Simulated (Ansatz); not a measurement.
**CH5NbO3: small, medium and large basis sets**

How large a basis does CH5NbO3 need? Two functionals are run in growing sets.

The runs use Ansatz 0.2.0, Gaussian basis; one geometry, several basis sets.

Plan: PBE0-D4/def2-SVP; ωB97M-V/def2-SVP; PBE0-D4/def2-QZVPP; ωB97M-V/def2-QZVPP; the functionals' def2-TZVPP values are taken from earlier runs.

1 further run of the same task is left out (for a known fault of the program).

**1. Structure used throughout**

An earlier PBE0-D4 in a triple-zeta def2 set relaxation fixed the geometry. Nb takes the def2 core potential; no spin-orbit term is included.

10 atoms, charge 0, spin multiplicity 1.

Atoms are counted from 1 here; the program's logs count them from 0.

Bond lengths: C1–Nb2 2.157 Å, C1–H6 1.094 Å, C1–H7 1.095 Å, C1–H8 1.094 Å, Nb2–O3 1.697 Å, Nb2–O4 1.897 Å, Nb2–O5 1.897 Å, O4–H9 0.958 Å, O5–H10 0.958 Å. Angles: Nb2–C1–H6 110.4°, Nb2–C1–H7 110.6°, Nb2–C1–H8 110.4°, H6–C1–H7 108.8°, H6–C1–H8 107.9°, H7–C1–H8 108.8°, C1–Nb2–O3 105.0°, C1–Nb2–O4 107.9°, C1–Nb2–O5 107.9°, O3–Nb2–O4 111.0°, O3–Nb2–O5 111.0°, O4–Nb2–O5 113.5°, Nb2–O4–H9 130.8°, Nb2–O5–H10 130.8°.

**2. PBE0-D4 in def2-SVP**

in.yaml reads:

```yaml
crystal:
  periodic: [false, false, false]
  atoms:
    - {symbol: C, position_ang: [-0.863604, -0.984542, -0.840410]}
    - {symbol: Nb, position_ang: [0.438971, 0.253266, 0.353223]}
    - {symbol: O, position_ang: [1.674982, -0.785354, 0.874911]}
    - {symbol: O, position_ang: [-0.565060, 0.909081, 1.822797]}
    - {symbol: O, position_ang: [1.126712, 1.623356, -0.763772]}
    - {symbol: H, position_ang: [-1.259639, -1.810087, -0.241371]}
    - {symbol: H, position_ang: [-1.701976, -0.397716, -1.228851]}
    - {symbol: H, position_ang: [-0.314477, -1.414467, -1.683504]}
    - {symbol: H, position_ang: [-0.474340, 0.750615, 2.763203]}
    - {symbol: H, position_ang: [2.021729, 1.804650, -1.053223]}
basis:
  gaussian: {orbitals: def2-SVP}
hamiltonian: {xc: pbe0, dispersion: d4}
output: {orbitals: {seedname: orbitals}}
```

On the command line:

```sh
ansatz run in.yaml --threads 4 --pin off --events-out ev --progress --plain --max-ram 10444MiB
```

Further steps of the session: ωB97M-V in def2-SVP; PBE0-D4 in def2-QZVPP; ωB97M-V in def2-QZVPP.

**Question.** What will the summary of the whole plan be? Wanted: PBE0-D4: double and triple zeta above quadruple; ωB97M-V: double and triple zeta above quadruple.

**Answer**, as computed:

| quantity | value |
| --- | --- |
| PBE0-D4: double and triple zeta above quadruple | 9.80, 0.50 eV |
| ωB97M-V: double and triple zeta above quadruple | 10.05, 0.48 eV |

What this shows: For PBE0-D4 the step from double to triple zeta gains 9.30 eV and the next only 0.50 eV. These are total energies; as a rule much of such shifts cancels in differences, which this series doesn't test. The LUMO of ωB97M-V is positive and keeps falling with the basis (1.06 to 0.44 eV): an unbound level that the basis holds in place.
